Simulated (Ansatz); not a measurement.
# AlClH₂O₂: a ladder of functionals and wavefunction methods

Aim: compute AlClH₂O₂ with functionals from several rungs and with coupled cluster, and see how far each lands from CCSD(T) at the basis-set limit for the atomisation energy.

The runs use Ansatz 0.2.0, Gaussian basis; functionals in def2-TZVPP, the program's frozen cores in correlated methods.

Plan: LDA (SPW92), PBE-D4, revPBE-D4, BLYP-D4, r2SCAN-D4, B97M-V, PBE0-D4, B3LYP-D4, r2SCANh-D4, r2SCAN0-D4, HSE06-D4, BHLYP-D4, CAM-B3LYP-D4, LC-ωPBE, ωB97X-V, ωB97M-V, B2PLYP, PBE-QIDH; CCSD(T)/def2-SVP; CCSD(T)/def2-TZVPP; CCSD(T)/def2-QZVPP; extrapolation to the limit; RPA on PBE.

## Step 1: The relaxed structure

The geometry comes from an earlier relaxation with PBE0-D4 in a triple-zeta def2 set; it is a stationary point.

6 atoms, charge 0, spin multiplicity 1.

Atoms are counted from 1 here; the program's logs count them from 0.

Bond lengths: O1–Al2 1.680 Å, O1–H5 0.955 Å, Al2–O3 1.680 Å, Al2–Cl4 2.092 Å, O3–H6 0.955 Å. Angles: Al2–O1–H5 122.5°, O1–Al2–O3 118.2°, O1–Al2–Cl4 120.9°, O3–Al2–Cl4 120.9°, Al2–O3–H6 122.5°.

Geometry (Å):

```mol
AlClH2O2
  3D, bonds by distance, orders not assigned

  6  5  0  0  0  0  0  0  0  0999 V2000
   -0.1583    1.3880   -0.8452 O   0  0
   -0.0397   -0.0762   -0.0302 Al  0  0
    1.0497   -0.1910    1.2435 O   0  0
   -1.2190   -1.7128   -0.5852 Cl  0  0
   -0.7571    1.5215   -1.5777 H   0  0
    1.1665   -0.9935    1.7488 H   0  0
  1  2  8  0
  2  3  8  0
  2  4  8  0
  1  5  8  0
  3  6  8  0
M  END
```

## Step 2: LDA

This LDA is Slater exchange with PW92 correlation.

Input file in.yaml:

```yaml
crystal:
  periodic: [false, false, false]
  atoms:
    - {symbol: O, position_ang: [-0.158318, 1.388036, -0.845207]}
    - {symbol: Al, position_ang: [-0.039705, -0.076197, -0.030219]}
    - {symbol: O, position_ang: [1.049745, -0.191005, 1.243461]}
    - {symbol: Cl, position_ang: [-1.218983, -1.712775, -0.585248]}
    - {symbol: H, position_ang: [-0.757131, 1.521497, -1.577669]}
    - {symbol: H, position_ang: [1.166494, -0.993456, 1.748782]}
basis:
  gaussian: {orbitals: def2-TZVPP}
hamiltonian: {xc: lda}
output: {orbitals: {seedname: orbitals}}
```

Command:

```console
> ansatz run in.yaml --threads 2 --pin off --events-out ev --progress --plain --max-ram 32768MiB --backend cpu
```

Further steps of the session: PBE-D4 (GGA); revPBE-D4 (GGA); BLYP-D4 (GGA); r2SCAN-D4 (meta-GGA); B97M-V (meta-GGA); PBE0-D4 (hybrid); B3LYP-D4 (hybrid); r2SCANh-D4 (hybrid); r2SCAN0-D4 (hybrid); HSE06-D4 (hybrid); BHLYP-D4 (hybrid); CAM-B3LYP-D4 (range-separated); LC-ωPBE (range-separated); ωB97X-V (range-separated); ωB97M-V (range-separated); B2PLYP (double hybrid); PBE-QIDH (double hybrid); CCSD(T) in def2-SVP; CCSD(T) in def2-TZVPP; CCSD(T) in def2-QZVPP; RPA on PBE orbitals.

**Question.** What will the summary of the whole plan be? Wanted: atomisation energy, CCSD(T)/CBS; farthest beyond LDA; mean size of error, GGA; mean size of error, meta-GGA; mean size of error, hybrid; mean size of error, range-separated; mean size of error, double hybrid; gap, smallest and largest; T1 diagnostic.

The runs gave:

| quantity | value |
| --- | --- |
| atomisation energy, CCSD(T)/CBS | 2315.1 kJ/mol |
| functionals within 11.6 kJ/mol (0.5 %) | PBE-D4 |
| farthest beyond LDA | BHLYP-D4 (-138.8 kJ/mol) |
| mean size of error, GGA | 41.4 kJ/mol |
| mean size of error, meta-GGA | 16.1 kJ/mol |
| mean size of error, hybrid | 71.4 kJ/mol |
| mean size of error, range-separated | 28.9 kJ/mol |
| mean size of error, double hybrid | 54.2 kJ/mol |
| gap, smallest and largest | 5.97 eV (BLYP-D4), 13.54 eV (LC-ωPBE) |
| T1 diagnostic | 0.0111 |
| triples share of the correlation energy | 3.5 % |

**Reading.** The LDA atomisation energy is off by 300.9 kJ/mol (13 %): it overbinds. PBE-D4 is off by -4.7 kJ/mol. Double hybrids carry the basis error of their MP2 part in triple zeta, and no dispersion term here, so their miss is partly the set-up's. Taken by rung, meta-GGA functionals do best (16.1 kJ/mol on average) and hybrid ones worst beyond LDA (71.4 kJ/mol). The mean of the hybrids holds BHLYP, with half exact exchange. The reference freezes the cores and leaves out relativity and excitations past (T), so misses under about 11.6 kJ/mol can't be ranked. Hartree-Fock recovers 70 % of the binding; the rest is correlation. CCSD(T) in def2-SVP is off by -206.2 kJ/mol, which most functionals beat. Orbital gaps span 6.0 to 13.5 eV; exact exchange widens them.
